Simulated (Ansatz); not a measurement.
# TlWF6: the cost of one run

Computed with Ansatz 0.2.0 (DFT PBE, scalar-relativistic, plane waves, PAW, unless a step's input says otherwise).

3 further runs of the same task are left out: 1 that didn't finish, 2 set aside as unsound or not needed.

**1. The starting structure**

It takes space group Fm-3m (No. 225, cubic). The conventional cell has a = 8.874 Å, b = 8.874 Å, c = 8.874 Å, α = 90.00°, β = 90.00°, γ = 90.00°. Around Tl (site symmetry m-3m) lie 6 F at 2.22 Å. Around W (site symmetry m-3m) lie 6 F at 2.22 Å. F (site symmetry 4mm) has 1 Tl at 2.22 Å and 1 W at 2.22 Å as nearest neighbours.

Coordinates:

```xyz
8
Lattice="0.0000 4.4370 4.4370 4.4370 0.0000 4.4370 4.4370 4.4370 0.0000" Properties=species:S:1:pos:R:3 pbc="T T T"
Tl    4.4370    4.4370    4.4370
W     0.0000    0.0000    0.0000
F     2.2185    4.4370    4.4370
F     6.6555    4.4370    4.4370
F     4.4370    2.2185    4.4370
F     4.4370    6.6555    4.4370
F     4.4370    4.4370    2.2185
F     4.4370    4.4370    6.6555
```

The cell is invented: ordered mixture on the cation sites of rhenium trioxide (Fm-3m, No. 225). The dimensions are guesses.

**2. A first look at the guess**

File input.yaml:

```yaml
crystal:
  lattice:
    - [0.0, 4.437, 4.437]
    - [4.437, 0.0, 4.437]
    - [4.437, 4.437, 0.0]
  atoms:
    - { symbol: Tl, position: [0.5, 0.5, 0.5] }
    - { symbol: W, position: [0.0, 0.0, 0.0] }
    - { symbol: F, position: [0.75, 0.25, 0.25] }
    - { symbol: F, position: [0.25, 0.75, 0.75] }
    - { symbol: F, position: [0.25, 0.75, 0.25] }
    - { symbol: F, position: [0.75, 0.25, 0.75] }
    - { symbol: F, position: [0.25, 0.25, 0.75] }
    - { symbol: F, position: [0.75, 0.75, 0.25] }
basis:
  ecutwfc: 420
kpoints:
  mp_grid: { grid: [4, 4, 4] }
hamiltonian:
  xc: pbe
scf:
  occupations: { method: gaussian, width: 0.1 }
  lower_state_search: "off"
output:
  forces: true
  stress: true
  eigenvalues: true
```

Run with:

```console
> ansatz run input.yaml --threads 1 --pin off --max-ram 2048MiB --backend cpu --events-out ev --progress --plain --runs-dir out
```

Q: Estimate wall time and peak memory on 1 thread of Arm Neoverse V1, shared host.

About 5.2 s, with a peak of 0.42 GiB.
